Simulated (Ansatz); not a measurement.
BrZn, a search for lower mean-field states

Program: Ansatz's Python interface.

`brzn.xyz`
```text
2

Zn    1.06230   -0.40330    0.52910
Br   -1.03280    0.34310   -0.52500
```

Typed at the interpreter:
```pycon
>>> from dataclasses import dataclass
>>> import ansatz as az
>>> import numpy as np
>>> @dataclass(frozen=True)
... class Settings:
...     basis_set: str = "def2-SVP"
...     xc: str = "hf"
...
>>> cfg = Settings()
>>> system = az.Crystal.molecule_from_extxyz("brzn.xyz")
>>> symbols = [site.symbol for site in system.cartesian_sites]
>>> start = np.array([site.position_ang for site in system.cartesian_sites])
>>> for factor in [1.0, 1.5]:
...     xyz = (start - start.mean(axis=0)) * factor
...     scaled = az.Crystal.molecule()
...     for symbol, place in zip(symbols, xyz):
...         scaled = scaled.atom(symbol, place.tolist())
...     job = scaled.calculation().basis(gaussian=cfg.basis_set).functional(cfg.xc).spin("collinear", total=1)
...     for search in ("off", "standard"):
...         try:
...             summary = job.scf(lower_state_search=search).run(threads=1).report
...         except az.AnsatzError as error:
...             print(f"x{factor} search {search}: {type(error).__name__}")
...             continue
...         state = summary["mean_field"]["state"]
...         print(f"all distances x{factor}, search {search:8s} E = {summary['free_energy_ev']:.5f} eV  <S^2> = {abs(state['spin_squared']):.3f}  other states met: {len(summary['mean_field']['others'])}")
...
all distances x1.0, search off      E = -118361.38158 eV  <S^2> = 0.757  other states met: 0
all distances x1.0, search standard E = -118361.38158 eV  <S^2> = 0.757  other states met: 0
all distances x1.5, search off      E = -118359.86658 eV  <S^2> = 0.776  other states met: 0
all distances x1.5, search standard E = -118359.86658 eV  <S^2> = 0.776  other states met: 4
```

Notes:
- Total energies depend on the basis set; only differences at equal settings carry meaning.
- The count of other states can hold repeated and symmetry-equivalent ends of the search; scaling all distances is a test, and for more than two atoms no physical path.
- The run takes the species as open-shell (spin multiplicity 2), which needn't be its ground state.
- The spin state was assumed, and another may lie lower.
- Run time: 7.3 s on 1 thread of Arm Neoverse V1 (shared host), peak memory 0.23 GiB.
